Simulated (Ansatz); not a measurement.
# BGeH₂+ (quintet): the correlation ladder, cc-pVTZ

How much of the correlation energy of BGeH₂+ (quintet) does each wave-function method recover here?

Method: cc-pVTZ, core rule «outside noble gas», up to 15 orbitals frozen; program: Ansatz 0.2.0, Gaussian basis.

To be run: UHF; CCSD(T) on ROHF; CCSD(T) on UHF; BCCD(T) on ROHF; CCSDT(Q) on ROHF; CCSDT(Q) on UHF; CASSCF and MRCISD+Q, 8 electrons in 10 orbitals; CASSCF and NEVPT2, 8 electrons in 10 orbitals.

4 further runs of the same task are left out: 2 for a known fault of the program, 2 set aside as unsound or not needed.

**1. The system**

The geometry is a PBE0/def2-TZVP stationary point (not a proven minimum) of the parent state, kept for this charge and spin. No spin-orbit coupling is included. The filled d shell of Ge may be among the frozen orbitals whatever the setting's name suggests; the logs give the count.

4 atoms, charge 1, spin multiplicity 5.

Atoms are counted from 1 here; the program's logs count them from 0.

Bond lengths: Ge1–B2 1.931 Å, Ge1–H3 1.542 Å, Ge1–H4 1.542 Å. Angles: B2–Ge1–H3 125.2°, B2–Ge1–H4 125.2°, H3–Ge1–H4 109.6°.

**2. UHF**

in.yaml reads:

```yaml
crystal:
  periodic: [false, false, false]
  atoms:
    - {symbol: Ge, position_ang: [0.000000, 0.000000, 0.223242]}
    - {symbol: B, position_ang: [0.000000, 0.000000, -1.707389]}
    - {symbol: H, position_ang: [0.000000, 1.259295, 1.112326]}
    - {symbol: H, position_ang: [0.000000, -1.259295, 1.112326]}
basis:
  gaussian: {orbitals: cc-pVTZ}
total_charge: 1
magnetization: {spin_polarized: true, initial_magnetization: 4}
hamiltonian: {xc: hf}
output: {orbitals: {seedname: orbitals}}
```

Launch:

```console
ansatz run in.yaml --threads 1 --pin off --events-out ev --progress --plain --max-ram 2816MiB --backend cpu
```

After this run come: CCSD(T) on ROHF; CCSD(T) on UHF; BCCD(T) on ROHF; CCSDT(Q) on ROHF; CCSDT(Q) on UHF; CASSCF and MRCISD+Q, 8 electrons in 10 orbitals; CASSCF and NEVPT2, 8 electrons in 10 orbitals.

Before running them: what should the planned runs give, taken together? Wanted: UCCSDT(Q) below the RHF energy; RMP2 from UCCSDT(Q); UMP2 from UCCSDT(Q); RCCSD from UCCSDT(Q); RCCSD(T) from UCCSDT(Q); UCCSD(T) from UCCSDT(Q); RCCSDT(Q) from UCCSDT(Q); NEVPT2 valence from UCCSDT(Q); MRCISD+Q valence from UCCSDT(Q).

As calculated:

| quantity | value |
| --- | --- |
| UCCSDT(Q) below the RHF energy | -4.3349 eV |
| RMP2 from UCCSDT(Q) | +1041.4 meV |
| UMP2 from UCCSDT(Q) | +1109.5 meV |
| RCCSD from UCCSDT(Q) | +253.5 meV |
| RCCSD(T) from UCCSDT(Q) | +61.9 meV |
| UCCSD(T) from UCCSDT(Q) | +53.8 meV |
| RCCSDT(Q) from UCCSDT(Q) | +9.6 meV |
| NEVPT2 valence from UCCSDT(Q) | +959.8 meV |
| MRCISD+Q valence from UCCSDT(Q) | +369.2 meV |
| levels within 1 kcal/mol (43 meV) | RCCSDT, UCCSDT, RCCSDT(Q) |
| T1 diagnostic | 0.036 |
| effectively unpaired electrons | 4.03 |

What this shows: RCCSD(T) lands +61.9 meV from the yardstick (1.4 % of the correlation energy). One determinant dominates. Of the multireference levels listed MRCISD+Q valence comes nearest in total energy (+369.2 meV), which doesn't show that its space is the better one. Coupled cluster took another determinant than the lowest Hartree-Fock one. These misses are within one basis, not against nature; the frozen cores of restricted and unrestricted runs differ, which can shift their rows.
